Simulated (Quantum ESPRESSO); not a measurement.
# Ta in Quantum ESPRESSO: notebook, part 2 of 2

Quantum ESPRESSO 7.5. The steps go on from the part before.

## 3. Work function, revPBE

pw.in reads:

```
&CONTROL
  calculation = 'scf'
  prefix = 'pwscf'
  outdir = './tmp'
  pseudo_dir = './pseudo'
  tprnfor = .true.
  disk_io = 'low'
/
&SYSTEM
  ibrav = 0
  celldm(1) = 8
  nat = 7
  ntyp = 1
  ecutwfc = 50
  ecutrho = 250
  nbnd = 59
  input_dft = 'revpbe'
  occupations = 'smearing'
  smearing = 'gaussian'
  degauss = 0.00734986
  assume_isolated = 'esm'
  esm_bc = 'bc1'
/
&ELECTRONS
  conv_thr = 7d-09
  electron_maxstep = 150
  mixing_beta = 0.3
  mixing_mode = 'local-TF'
  tqr = .true.
/
ATOMIC_SPECIES
Ta   180.9479 ta_pbe_v1.uspp.F.UPF
CELL_PARAMETERS alat
  0.7801167387680   0.0000000000000   0.0000000000000
  0.0000000000000   0.7801167387680   0.0000000000000
  0.0000000000000   0.0000000000000   5.8835866999774
ATOMIC_POSITIONS crystal
Ta     0.5000000000    0.5000000000   -0.1988880538
Ta     0.0000000000    0.0000000000   -0.1325920359
Ta     0.5000000000    0.5000000000   -0.0662960179
Ta     0.0000000000    0.0000000000    0.0000000000
Ta     0.5000000000    0.5000000000    0.0662960179
Ta     0.0000000000    0.0000000000    0.1325920359
Ta     0.5000000000    0.5000000000    0.1988880538
K_POINTS automatic
8 8 1 0 0 0
```

pp_density.in reads:

```
&INPUTPP
  prefix = 'pwscf'
  outdir = './tmp'
  filplot = 'density.dat'
  plot_num = 0
/
&PLOT
  nfile = 1
  filepp(1) = 'density.dat'
  iflag = 3
  output_format = 6
  fileout = 'density.cube'
/
```

pp_potential.in reads:

```
&INPUTPP
  prefix = 'pwscf'
  outdir = './tmp'
  filplot = 'potential.dat'
  plot_num = 11
/
&PLOT
  nfile = 1
  filepp(1) = 'potential.dat'
  iflag = 3
  output_format = 6
  fileout = 'potential.cube'
/
```

Potentials or basis: GBRV 1.5 PBE.

Command:

```sh
$ OMP_NUM_THREADS=1 mpirun -n 2 pw.x -nk 2 -in pw.in > pw.out
$ OMP_NUM_THREADS=1 mpirun -n 1 pp.x -in pp_density.in > pp_density.out
$ OMP_NUM_THREADS=1 mpirun -n 1 pp.x -in pp_potential.in > pp_potential.out
```

pw.out:

```text
This program is part of the open-source Quantum ESPRESSO suite
     for quantum simulation of materials; please cite
         "P. Giannozzi et al., J. Phys.:Condens. Matter 21 395502 (2009);
         "P. Giannozzi et al., J. Phys.:Condens. Matter 29 465901 (2017);
         "P. Giannozzi et al., J. Chem. Phys. 152 154105 (2020);
     in publications or presentations arising from this work. More details at

     IMPORTANT: XC functional enforced from input :
     Exchange-correlation= REVPBE
                           (   1   4   4   4   0   0   0)
     Any further DFT definition will be discarded
     Please, verify this is what you really want

     Message from routine setup:
     using ibrav=0 with symmetry is DISCOURAGED, use correct ibrav instead

     K-points division:     npool     =       2
     Subspace diagonalization in iterative solution of the eigenvalue problem:
     a serial algorithm will be used

     G-vector sticks info
     --------------------
     sticks:   dense  smooth     PW     G-vecs:    dense   smooth      PW
     Sum         777     621    185               122541    87471   14573

     Using Slab Decomposition

     bravais-lattice index     =            0
     lattice parameter (alat)  =       8.0000  a.u.
     unit-cell volume          =    1833.2906 (a.u.)^3
     number of atoms/cell      =            7
     number of atomic types    =            1
     number of electrons       =        91.00
     number of Kohn-Sham states=           59
     kinetic-energy cutoff     =      50.0000  Ry
     charge density cutoff     =     250.0000  Ry
     scf convergence threshold =      7.0E-09
     mixing beta               =       0.3000
     number of iterations used =            8  local-TF  mixing
     Exchange-correlation= REVPBE
                           (   1   4   4   4   0   0   0)

     Effective Screening Medium Method
     =================================
     Boundary Conditions: Vacuum-Slab-Vacuum
     total charge in unit cell        =   0.0000
     grid points for fit at edges     =        4

     celldm(1)=   8.000000  celldm(2)=   0.000000  celldm(3)=   0.000000
     celldm(4)=   0.000000  celldm(5)=   0.000000  celldm(6)=   0.000000

     crystal axes: (cart. coord. in units of alat)
               a(1) = (   0.780117   0.000000   0.000000 )
               a(2) = (   0.000000   0.780117   0.000000 )
               a(3) = (   0.000000   0.000000   5.883587 )

     reciprocal axes: (cart. coord. in units 2 pi/alat)
               b(1) = (  1.281859  0.000000  0.000000 )
               b(2) = (  0.000000  1.281859  0.000000 )
               b(3) = (  0.000000  0.000000  0.169964 )

     PseudoPot. # 1 for Ta read from file:
     ta_pbe_v1.uspp.F.UPF
     Pseudo is Ultrasoft + core correction, Zval = 13.0
     Generated by new atomic code, or converted to UPF format
     Using radial grid of  921 points,  7 beta functions with:
                l(1) =   0
                l(2) =   0
                l(3) =   1
                l(4) =   1
                l(5) =   2
                l(6) =   2
                l(7) =   3
     Q(r) pseudized with  6 coefficients,  rinner =    1.300   1.300   1.300
                                                       1.300   1.300   1.300
                                                       1.300

     atomic species   valence    mass     pseudopotential
     Ta               13.00   180.94790     Ta( 1.00)

     16 Sym. Ops., with inversion, found

   Cartesian axes

     site n.     atom                  positions (alat units)
         1        Ta     tau(   1) = (   0.3900584   0.3900584  -1.1701751  )
         2        Ta     tau(   2) = (   0.0000000   0.0000000  -0.7801167  )
         3        Ta     tau(   3) = (   0.3900584   0.3900584  -0.3900584  )
         4        Ta     tau(   4) = (   0.0000000   0.0000000   0.0000000  )
         5        Ta     tau(   5) = (   0.3900584   0.3900584   0.3900584  )
         6        Ta     tau(   6) = (   0.0000000   0.0000000   0.7801167  )
         7        Ta     tau(   7) = (   0.3900584   0.3900584   1.1701751  )

     number of k points=    15  Gaussian smearing, width (Ry)=  0.0073
                       cart. coord. in units 2pi/alat
        k(    1) = (   0.0000000   0.0000000   0.0000000), wk =   0.0312500
        k(    2) = (   0.0000000   0.1602324   0.0000000), wk =   0.1250000
        k(    3) = (   0.0000000   0.3204649   0.0000000), wk =   0.1250000
        k(    4) = (   0.0000000   0.4806973   0.0000000), wk =   0.1250000
        k(    5) = (   0.0000000  -0.6409297   0.0000000), wk =   0.0625000
        k(    6) = (   0.1602324   0.1602324   0.0000000), wk =   0.1250000
        k(    7) = (   0.1602324   0.3204649   0.0000000), wk =   0.2500000
        k(    8) = (   0.1602324   0.4806973   0.0000000), wk =   0.2500000
        k(    9) = (   0.1602324  -0.6409297   0.0000000), wk =   0.1250000
        k(   10) = (   0.3204649   0.3204649   0.0000000), wk =   0.1250000
        k(   11) = (   0.3204649   0.4806973   0.0000000), wk =   0.2500000
        k(   12) = (   0.3204649  -0.6409297   0.0000000), wk =   0.1250000
        k(   13) = (   0.4806973   0.4806973   0.0000000), wk =   0.1250000
        k(   14) = (   0.4806973  -0.6409297   0.0000000), wk =   0.1250000
        k(   15) = (  -0.6409297  -0.6409297   0.0000000), wk =   0.0312500

     Dense  grid:   122541 G-vectors     FFT dimensions: (  32,  32, 240)

     Smooth grid:    87471 G-vectors     FFT dimensions: (  30,  30, 216)
     Real space treatment of Q(r)

     Check: negative core charge=   -0.000002

     Initializing real-space augmentation for DENSE grid
     Message from routine real_space_q:
     integrated real space q too different from target q
     Largest difference:   0.000016 for atom type # 1

     Initial potential from superposition of free atoms

     starting charge      90.9922, renormalised to      91.0000

     negative rho (up, down):  6.444E-01 0.000E+00
     Starting wfcs are   91 randomized atomic wfcs

     Self-consistent Calculation

     iteration #  1     ecut=    50.00 Ry     beta= 0.30
     Davidson diagonalization with overlap
     ethr =  1.00E-02,  avg # of iterations =  1.3

     negative rho (up, down):  6.522E-01 0.000E+00

     total energy              =    -993.23602350 Ry
     estimated scf accuracy    <       8.62188194 Ry

     iteration #  2     ecut=    50.00 Ry     beta= 0.30
     Davidson diagonalization with overlap
     ethr =  9.47E-03,  avg # of iterations =  1.0
[... 372 lines left out ...]
     iteration # 42     ecut=    50.00 Ry     beta= 0.30
     Davidson diagonalization with overlap
     ethr =  8.87E-12,  avg # of iterations =  3.3

     negative rho (up, down):  6.773E-01 0.000E+00

     End of self-consistent calculation

          k = 0.0000 0.0000 0.0000 ( 10829 PWs)   bands (ev):

   -72.3308 -72.3308 -71.3094 -71.3066 -71.1756 -71.1114 -71.0412 -38.8383
   -38.8381 -38.6688 -38.6688 -38.6687 -38.6687 -37.9588 -37.9442 -37.9013
   -37.9013 -37.7994 -37.7994 -37.7830 -37.6030 -37.6030 -37.5284 -37.3801
   -37.3801 -37.2452 -37.1875 -37.1875 -11.6525 -10.8205  -9.4949  -8.0832
    -7.6862  -7.6154  -7.2489  -7.1462  -7.0832  -6.3659  -5.1522  -4.0465
    -4.0053  -3.6690  -3.4800  -3.4800  -3.4078  -3.4078  -3.2649  -3.2649
    -3.1739  -2.8184  -2.7652  -2.7651  -2.0653  -2.0611  -1.7742  -1.7741
    -1.0369  -0.8142  -0.6163
[... 135 lines left out ...]
   -72.3155 -72.3155 -71.2813 -71.2813 -71.1147 -71.1109 -71.0907 -38.8803
   -38.8800 -38.8601 -38.8596 -38.7710 -38.7708 -38.1917 -38.1698 -38.0773
   -38.0172 -37.8979 -37.7605 -37.7534 -37.7358 -37.6036 -37.5926 -37.5459
   -37.4375 -37.3992 -37.2349 -37.2342  -7.9754  -7.9312  -7.2188  -7.1103
    -6.2559  -6.1700  -5.9272  -5.8798  -5.6827  -5.6455  -5.4344  -5.4306
    -5.4243  -5.1483  -4.9932  -4.7072  -4.6297  -3.8700  -3.8514  -2.8135
    -2.7629  -2.1879  -2.1308  -1.6041  -1.5443  -0.3278  -0.1383   0.0757
     0.3303   0.5942   0.6734

          k =-0.6409-0.6409 0.0000 ( 10956 PWs)   bands (ev):

   -72.3145 -72.3145 -71.2802 -71.2802 -71.1136 -71.1098 -71.0895 -38.8835
   -38.8835 -38.8827 -38.8827 -38.7690 -38.7688 -38.2139 -38.2139 -38.0363
   -38.0363 -37.7893 -37.7665 -37.7665 -37.7617 -37.6732 -37.5678 -37.5626
   -37.4712 -37.4712 -37.2190 -37.2190  -8.1125  -8.0692  -7.3119  -7.2013
    -6.1598  -6.0274  -5.7754  -5.7754  -5.7102  -5.7102  -5.5791  -5.5791
    -5.4671  -5.1969  -5.1969  -4.4104  -4.4104  -3.3234  -3.3234  -1.8281
    -1.8281  -1.6811  -1.6811  -1.4649  -1.4071  -0.0079   0.1298   0.1551
     0.1556   0.3100   0.6447

     the Fermi energy is    -3.9586 ev

!    total energy              =    -993.18924435 Ry
     estimated scf accuracy    <          1.1E-09 Ry
     smearing contrib. (-TS)   =      -0.00376172 Ry
     internal energy E=F+TS    =    -993.18548263 Ry

     The total energy is F=E-TS. E is the sum of the following terms:
     one-electron contribution =   19288.30654280 Ry
     hartree contribution      =   -9675.40896651 Ry
     xc contribution           =    -295.64202150 Ry
     ewald contribution        =  -10310.44103742 Ry

     convergence has been achieved in  42 iterations

     negative rho (up, down):  6.773E-01 0.000E+00

     Forces acting on atoms (cartesian axes, Ry/au):

     atom    1 type  1   force =     0.00000000    0.00000000    0.03703492
     atom    2 type  1   force =     0.00000000    0.00000000   -0.04466153
     atom    3 type  1   force =     0.00000000    0.00000000   -0.01358232
     atom    4 type  1   force =     0.00000000    0.00000000    0.00000000
     atom    5 type  1   force =     0.00000000    0.00000000    0.01358232
     atom    6 type  1   force =     0.00000000    0.00000000    0.04466153
     atom    7 type  1   force =     0.00000000    0.00000000   -0.03703492

     Total force =     0.084270     Total SCF correction =     0.000065

=------------------------------------------------------------------------------=
   JOB DONE.
=------------------------------------------------------------------------------=
```

Run time: 11 min. Hardware: 2 MPI ranks of Intel Xeon at 2.70GHz, shared host; peak memory 0.8 GiB.

What came out:

```
Free energy                     : -13513.0281 eV
Largest force                   : 1.148 eV/Å
Band gap on the k mesh          : none (metal or under the smearing width)
Work function of the upper face : 3.96 eV
Work function of the lower face : 3.96 eV
```

Forces on the atoms (eV/Å):
```
Ta   0.000  0.000  0.952
Ta   0.000  0.000 -1.148
Ta   0.000  0.000 -0.349
Ta   0.000  0.000  0.000
Ta   0.000  0.000  0.349
Ta   0.000  0.000  1.148
Ta   0.000  0.000 -0.952
```

Caveat: the potentials were made for another functional, which shifts forces and pressure; real space augmentation costs some meV and hundredths of eV per Å.
